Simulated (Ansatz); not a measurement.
# Co: the cost of one run

Program: the Python package of Ansatz 0.2.0. The levels of theory stand in the script. These are calculated values, not measurements.

### Step 1. The structure

The structure is trigonal, space group P-3m1 (No. 164). The conventional cell has a = 2.487 Å, b = 2.487 Å, c = 4.063 Å, α = 90.00°, β = 90.00°, γ = 120.00°. Around Co (site symmetry 3m) lie 12 Co at 2.42 to 2.55 Å.

No structure file is read: the coordinates are typed or built in the script.

### Step 2. The code

co.py reads:

```python
"""How the lattice of Co depends on the functional."""

from dataclasses import dataclass

import ansatz as az
import numpy as np
from pymatgen.core import Lattice, Structure
from pymatgen.io.ase import AseAtomsAdaptor


@dataclass
class Options:
    cutoff: int = 470
    kmesh: tuple[int, ...] = (14, 14, 8)
    smearing: str = "fermi_dirac"
    fmax: float = 0.02


opts = Options()

def edges_and_angles(cell):
    cell = np.asarray(cell)
    a, b, c = np.linalg.norm(cell, axis=1)
    cosines = cell[1] @ cell[2] / (b * c), cell[0] @ cell[2] / (a * c), cell[0] @ cell[1] / (a * b)
    return (a, b, c, *np.degrees(np.arccos(cosines)))


def main() -> None:
    pmg_structure = Structure(
        Lattice([(2.487365, 0.0, 0.0), (-1.243682, 2.154121, 0.0), (0.0, 0.0, 4.06329)]),
        ["Co", "Co"],
        [
            (2 / 3, 1 / 3, 0.259861),
            (1 / 3, 2 / 3, 0.740139),
        ],
    )
    cell = az.Crystal.from_ase(AseAtomsAdaptor.get_atoms(pmg_structure)).moments(Co=2.5)

    calculation = cell.calculation()
    calculation = calculation.basis(opts.cutoff)
    calculation = calculation.kpoints(*opts.kmesh).occupations(opts.smearing)
    calculation = calculation.spin(az.SpinTreatment.COLLINEAR).relax(cell=True, force_tolerance=opts.fmax)

    levels = [("pbesol", "d3bj"), ("blyp", "d3bj"), ("lda", "none")]
    print("level            a       b       c    alpha   beta  gamma  V/atom  steps")
    for name, dispersion in levels:
        seen = []
        run = calculation.functional(name, dispersion=dispersion).session().plan()
        res = run.execute(on_event=lambda e: seen.append(e) if e["event"] == "relax_step" else None)
        cell = res.lattice.cell_ang
        label = name if dispersion == "none" else f"{name}+{dispersion}"
        print("{:13s} {:7.4f} {:7.4f} {:7.4f} {:6.2f} {:6.2f} {:6.2f}".format(label, *edges_and_angles(cell)), f"{abs(np.linalg.det(cell)) / len(res.lattice.sites):7.3f} {len(seen):5d}")


if __name__ == "__main__":
    main()
```

### Step 3. The input behind the calls

The engine receives this input (first run):

```yaml
crystal:
  lattice:
    - [2.487365, 0.0, 0.0]
    - [-1.243682, 2.154121, 0.0]
    - [0.0, 0.0, 4.06329]
  atoms:
    - { symbol: Co, position: [0.6666666666666666, 0.3333333333333333, 0.259861] }
    - { symbol: Co, position: [0.3333333333333333, 0.6666666666666666, 0.740139] }
basis:
  ecutwfc: 470.0
kpoints:
  mp_grid:
    grid: [14, 14, 8]
hamiltonian:
  xc: pbesol
  dispersion: d3bj
magnetization:
  spin_polarized: true
  per_species:
    Co: 2.5
scf:
  occupations:
    method: fermi_dirac
relax:
  f_tol: 0.02
  cell: {}
```

### Step 4. Launch

Run with:

```console
$ python co.py
```

Q: Estimate wall time and peak memory on 1 thread of Arm Neoverse V1, shared host.

About 3.6 min, with a peak of 0.6 GiB.
